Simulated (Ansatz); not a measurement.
**C2H9BS: one species, many methods**

One table from this session's results is given with a row withheld; the runs are named, their logs left out.

Program: Ansatz 0.2.0, Gaussian basis. Level of theory: functionals in def2-TZVPP, the program's frozen cores in correlated methods. These are calculated values, not measurements.

The runs, in order: LDA (SPW92), PBE-D4, revPBE-D4, BLYP-D4, r2SCAN-D4, B97M-V, PBE0-D4, B3LYP-D4, r2SCANh-D4, r2SCAN0-D4, HSE06-D4, BHLYP-D4, CAM-B3LYP-D4, LC-ωPBE, ωB97X-V, ωB97M-V, B2PLYP, PBE-QIDH; CCSD(T)/def2-SVP; CCSD(T)/def2-TZVPP; MP2/def2-QZVPP; extrapolation to the limit; RPA on PBE.

## The geometry

All runs share one geometry, relaxed beforehand with PBE0-D4 in a triple-zeta def2 set.

SMILES `[BH3-][S+](C)C`, 13 atoms, charge 0, spin multiplicity 1.

Atoms are counted from 1 here; the program's logs count them from 0.

Bond lengths: B1–S2 1.924 Å, B1–H5 1.210 Å, B1–H6 1.212 Å, B1–H7 1.210 Å, S2–C3 1.789 Å, S2–C4 1.789 Å, C3–H8 1.090 Å, C3–H9 1.090 Å, C3–H10 1.089 Å, C4–H11 1.090 Å, C4–H12 1.090 Å, C4–H13 1.089 Å. Angles: S2–B1–H5 103.1°, S2–B1–H6 105.2°, S2–B1–H7 103.1°, H5–B1–H6 114.9°, H5–B1–H7 113.5°, H6–B1–H7 114.9°, B1–S2–C3 103.4°, B1–S2–C4 103.4°, C3–S2–C4 100.2°, S2–C3–H8 109.4°, S2–C3–H9 110.2°, S2–C3–H10 106.7°, H8–C3–H9 111.3°, H8–C3–H10 109.4°, H9–C3–H10 109.8°, S2–C4–H11 110.2°, S2–C4–H12 109.4°, S2–C4–H13 106.7° and more.

The first run:

in.yaml

```yaml
crystal:
  periodic: [false, false, false]
  atoms:
    - {symbol: B, position_ang: [-0.805773, 1.487485, -0.312357]}
    - {symbol: S, position_ang: [0.402491, 0.048682, -0.727591]}
    - {symbol: C, position_ang: [1.444736, -0.049987, 0.722800]}
    - {symbol: C, position_ang: [-0.600132, -1.414845, -0.498516]}
    - {symbol: H, position_ang: [-0.088248, 2.461476, -0.327267]}
    - {symbol: H, position_ang: [-1.269500, 1.210768, 0.772800]}
    - {symbol: H, position_ang: [-1.595829, 1.455538, -1.228054]}
    - {symbol: H, position_ang: [0.820237, -0.071675, 1.616433]}
    - {symbol: H, position_ang: [2.085525, -0.929903, 0.666396]}
    - {symbol: H, position_ang: [2.056426, 0.851443, 0.730992]}
    - {symbol: H, position_ang: [0.018671, -2.309430, -0.568149]}
    - {symbol: H, position_ang: [-1.107747, -1.358626, 0.464924]}
    - {symbol: H, position_ang: [-1.340459, -1.415725, -1.297712]}
basis:
  gaussian: {orbitals: def2-TZVPP}
hamiltonian: {xc: lda}
output: {orbitals: {seedname: orbitals}}
```

Launch:

```
ansatz run in.yaml --threads 4 --pin off --events-out ev --progress --plain --max-ram 10444MiB
```

Among the steps run: LDA; PBE-D4 (GGA); revPBE-D4 (GGA); BLYP-D4 (GGA); r2SCAN-D4 (meta-GGA); B97M-V (meta-GGA); PBE0-D4 (hybrid); B3LYP-D4 (hybrid); r2SCANh-D4 (hybrid); r2SCAN0-D4 (hybrid); HSE06-D4 (hybrid); BHLYP-D4 (hybrid); CAM-B3LYP-D4 (range-separated); LC-ωPBE (range-separated); ωB97X-V (range-separated); ωB97M-V (range-separated); B2PLYP (double hybrid); PBE-QIDH (double hybrid).

One table of the session follows, with a row left open; its other results are not shown here.

It belongs to the step «Frontier levels by functional». 

```
  functional  HOMO (eV)  LUMO (eV)  gap (eV)
 LDA (SPW92)          ?          ?         ?
      PBE-D4      -6.55      -0.50      6.05
   revPBE-D4      -6.51      -0.43      6.08
     BLYP-D4      -6.46      -0.41      6.06
   r2SCAN-D4      -6.81      -0.18      6.64
      B97M-V      -6.94      -0.27      6.66
     PBE0-D4      -7.81       0.50      8.31
    B3LYP-D4      -7.63       0.23      7.86
  r2SCANh-D4      -7.28       0.19      7.47
  r2SCAN0-D4      -7.98       0.72      8.70
    HSE06-D4      -7.41       0.12      7.53
    BHLYP-D4      -9.01       1.46     10.48
CAM-B3LYP-D4      -9.21       1.55     10.76
     LC-ωPBE     -10.55       2.81     13.36
     ωB97X-V     -10.22       2.64     12.86
     ωB97M-V     -10.07       2.29     12.36
```

Q: Estimate the row for LDA (SPW92) from the others.

**Answer.** HOMO (eV): -6.62; LUMO (eV): -0.66; gap (eV): 5.95. In the column «HOMO (eV)» it lies between r2SCAN-D4 (-6.81) and PBE-D4 (-6.55).
